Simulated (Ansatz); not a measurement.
# GeH4 (singlet): the correlation ladder at scale of all distances = 1.471, 6-31G

Aim: climb from Hartree-Fock through coupled cluster and multireference methods for GeH4 (singlet) at one geometry and basis, and see what each rung misses.

The runs use Ansatz 0.2.0, Gaussian basis; 6-31G, core rule «outside noble gas», up to 14 orbitals frozen.

To be run: UHF; CCSD(T) on RHF; CCSD(T) on UHF; BCCD(T) on RHF; CISD; CCSDT(Q) on RHF; CCSDT(Q) on UHF; CCSDTQ on RHF; CASSCF and MRCISD+Q, 2 electrons in 2 orbitals; CASSCF and NEVPT2, 2 electrons in 2 orbitals; CASSCF and MRCISD+Q, 8 electrons in 8 orbitals; CASSCF and NEVPT2, 8 electrons in 8 orbitals; Full CI.

19 further runs of the same task are left out: 1 for a mislabelled method, 1 for a known fault of the program, 11 that didn't finish, 6 set aside as unsound or not needed.

### 1 The geometry

The geometry derives from a PBE0/def2-TZVP stationary point (not a proven minimum). All distances are scaled together. No spin-orbit coupling is included. The filled d shell of Ge may be among the frozen orbitals whatever the setting's name suggests; the logs give the count.

5 atoms, charge 0, spin multiplicity 1.

Atoms are counted from 1 here; the program's logs count them from 0.

No contacts short enough for the rule that draws bonds.

### 2 UHF

in.yaml

```yaml
crystal:
  periodic: [false, false, false]
  atoms:
    - {symbol: Ge, position_ang: [0.000000, 0.000000, 0.000000]}
    - {symbol: H, position_ang: [1.300840, 1.305069, 1.303375]}
    - {symbol: H, position_ang: [-1.306080, -1.300395, 1.302808]}
    - {symbol: H, position_ang: [-1.300107, 1.301119, -1.308049]}
    - {symbol: H, position_ang: [1.305347, -1.305793, -1.298134]}
basis:
  gaussian: {orbitals: 6-31G}
magnetization: {spin_polarized: true, initial_magnetization: 0}
hamiltonian: {xc: hf}
output: {orbitals: {seedname: orbitals}}
```

Run with:

```sh
> ansatz run in.yaml --threads 1 --pin off --events-out ev --progress --plain --max-ram 2393MiB
```

Further steps of the session: CCSD(T) on RHF; CCSD(T) on UHF; BCCD(T) on RHF; CISD; CCSDT(Q) on RHF; CCSDT(Q) on UHF; CCSDTQ on RHF; CASSCF and MRCISD+Q, 2 electrons in 2 orbitals; CASSCF and NEVPT2, 2 electrons in 2 orbitals; CASSCF and MRCISD+Q, 8 electrons in 8 orbitals; CASSCF and NEVPT2, 8 electrons in 8 orbitals; Full CI.

**Question.** What will the summary of the whole plan be? Wanted: FCI below the RHF energy; RMP2 from FCI; UMP2 from FCI; RCCSD from FCI; RCCSD(T) from FCI; UCCSD(T) from FCI; RCCSDT(Q) from FCI; NEVPT2 pair from FCI; MRCISD+Q pair from FCI.

**Answer**, as computed:

| quantity | value |
| --- | --- |
| FCI below the RHF energy | -4.5875 eV |
| RMP2 from FCI | +1832.0 meV |
| UMP2 from FCI | +2424.1 meV |
| RCCSD from FCI | +297.8 meV |
| RCCSD(T) from FCI | +110.1 meV |
| UCCSD(T) from FCI | +207.2 meV |
| RCCSDT(Q) from FCI | +6.4 meV |
| NEVPT2 pair from FCI | +1529.8 meV |
| MRCISD+Q pair from FCI | -72.1 meV |
| NEVPT2 valence from FCI | +123.5 meV |
| levels within 1 kcal/mol (43 meV) | RCCSDT, RCCSDT(Q), RCCSDTQ, MRCISD valence, MRCISD+Q valence |
| T1 diagnostic | 0.018 |
| effectively unpaired electrons | 0.67 |

What this shows: RCCSD(T) misses by +110.1 meV, 2.4 % of the correlation energy. CCSD(T) misses by +110.1 meV on the restricted determinant and by +207.2 meV on the unrestricted one; the two need not hold the same state or core. MRCISD+Q pair falls below full CI: the +Q correction isn't variational, and the cores differ from full CI's. The occupations show some static correlation. Of the multireference levels listed MRCISD+Q valence comes nearest in total energy (+6.8 meV), which doesn't show that its space is the better one. Coupled cluster took another determinant than the lowest Hartree-Fock one. These misses are within one basis, not against nature.
